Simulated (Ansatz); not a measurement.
**C7H8ClN: ionisation energy by level of theory**

One table from this session's results is given with a row withheld; the runs are named, their logs left out.

Program: Ansatz 0.2.0, Gaussian basis. Level of theory: unrestricted cation, the program's frozen cores in correlated methods. These are calculated values, not measurements.

Levels to be run: UKS PBE-D4/def2-TZVPP; UKS r2SCAN-D4/def2-TZVPP; UKS PBE0-D4/def2-TZVPP; UKS B3LYP-D4/def2-TZVPP; UKS wB97X-V/def2-TZVPP; UKS wB97M-V/def2-TZVPP; UKS B2PLYP/def2-TZVPP; UHF-MP2/def2-TZVPP; UHF-MP2/def2-QZVPP; then −ε(HOMO) from the neutral's earlier runs with LDA (SPW92), PBE-D4, revPBE-D4, BLYP-D4, r2SCAN-D4, B97M-V, PBE0-D4, B3LYP-D4, r2SCANh-D4, r2SCAN0-D4, HSE06-D4, BHLYP-D4, CAM-B3LYP-D4, LC-ωPBE, ωB97X-V, ωB97M-V.

1 further run of the same task is left out (it didn't finish). Runs told in other sessions of the task aren't counted.

## Structure used throughout

An earlier PBE0-D4 in a triple-zeta def2 set relaxation fixed the geometry.

17 atoms, charge 0, spin multiplicity 1.

Atoms are counted from 1 here; the program's logs count them from 0.

Bond lengths: C1–C2 1.494 Å, C1–H10 1.093 Å, C1–H11 1.091 Å, C1–H12 1.093 Å, C2–C3 1.392 Å, C2–C8 1.392 Å, C3–C4 1.382 Å, C3–H13 1.085 Å, C4–C5 1.394 Å, C4–H14 1.085 Å, C5–N6 1.385 Å, C5–C7 1.393 Å, N6–H15 1.007 Å, N6–H16 1.007 Å, C7–C8 1.383 Å, C7–H17 1.084 Å, C8–Cl9 1.733 Å. Angles: C2–C1–H10 111.5°, C2–C1–H11 110.4°, C2–C1–H12 111.5°, H10–C1–H11 108.3°, H10–C1–H12 106.7°, H11–C1–H12 108.2°, C1–C2–C3 121.7°, C1–C2–C8 122.5°, C3–C2–C8 115.8°, C2–C3–C4 122.7°, C2–C3–H13 118.4°, C4–C3–H13 118.9°, C3–C4–C5 120.3°, C3–C4–H14 119.9°, C5–C4–H14 119.7°, C4–C5–N6 121.1°, C4–C5–C7 118.2°, N6–C5–C7 120.6° and more.

The first run:

in.yaml reads:

```yaml
crystal:
  periodic: [false, false, false]
  atoms:
    - {symbol: C, position_ang: [2.528398, -0.922553, -0.092091]}
    - {symbol: C, position_ang: [1.118825, -0.428411, -0.052984]}
    - {symbol: C, position_ang: [0.329966, -0.374629, -1.198121]}
    - {symbol: C, position_ang: [-0.975589, 0.078877, -1.184277]}
    - {symbol: C, position_ang: [-1.559362, 0.508709, 0.006897]}
    - {symbol: N, position_ang: [-2.883584, 0.912384, 0.050586]}
    - {symbol: C, position_ang: [-0.792068, 0.465673, 1.169120]}
    - {symbol: C, position_ang: [0.511347, 0.006511, 1.121876]}
    - {symbol: Cl, position_ang: [1.412570, -0.018504, 2.602024]}
    - {symbol: H, position_ang: [3.231200, -0.157437, 0.248518]}
    - {symbol: H, position_ang: [2.802898, -1.210857, -1.107505]}
    - {symbol: H, position_ang: [2.667130, -1.789677, 0.559198]}
    - {symbol: H, position_ang: [0.761785, -0.702588, -2.138061]}
    - {symbol: H, position_ang: [-1.551877, 0.097098, -2.103171]}
    - {symbol: H, position_ang: [-3.130001, 1.507911, 0.823753]}
    - {symbol: H, position_ang: [-3.262098, 1.241397, -0.822107]}
    - {symbol: H, position_ang: [-1.209531, 0.786097, 2.116337]}
basis:
  gaussian: {orbitals: def2-TZVPP}
total_charge: 1
magnetization: {spin_polarized: true, initial_magnetization: 1}
hamiltonian: {xc: pbe, dispersion: d4}
```

Launch:

```
$ ansatz run in.yaml --threads 2 --pin off --events-out ev --progress --plain --max-ram 22528MiB --backend cuda --devices 0, --max-vram 18GiB
```

Steps of the session up to this table: Cation, UKS PBE-D4/def2-TZVPP; Cation, UKS r2SCAN-D4/def2-TZVPP; Cation, UKS PBE0-D4/def2-TZVPP; Cation, UKS B3LYP-D4/def2-TZVPP; Cation, UKS wB97X-V/def2-TZVPP; Cation, UKS wB97M-V/def2-TZVPP; Cation, UKS B2PLYP (frozen core)/def2-TZVPP; Cation, UHF-MP2/def2-TZVPP; Cation, UHF-MP2/def2-QZVPP.

One of the session's tables, all rows but one given; the rest of the session is left out.

It belongs to the step «Ionisation energies side by side». Orbital estimates, from the neutral's runs:

```
  functional  −ε(HOMO) (eV)
 LDA (SPW92)           5.15
      PBE-D4           4.97
   revPBE-D4           4.91
     BLYP-D4           4.81
   r2SCAN-D4           5.15
      B97M-V           5.16
     PBE0-D4              ?
    B3LYP-D4           5.79
  r2SCANh-D4           5.53
  r2SCAN0-D4           6.11
    HSE06-D4           5.60
    BHLYP-D4           6.84
CAM-B3LYP-D4           7.18
     LC-ωPBE           8.41
     ωB97X-V           8.09
     ωB97M-V           8.02
```

Estimate the missing values for PBE0-D4.

As computed: −ε(HOMO) (eV): 5.99. In the column «−ε(HOMO) (eV)» it lies between B3LYP-D4 (5.79) and r2SCAN0-D4 (6.11).
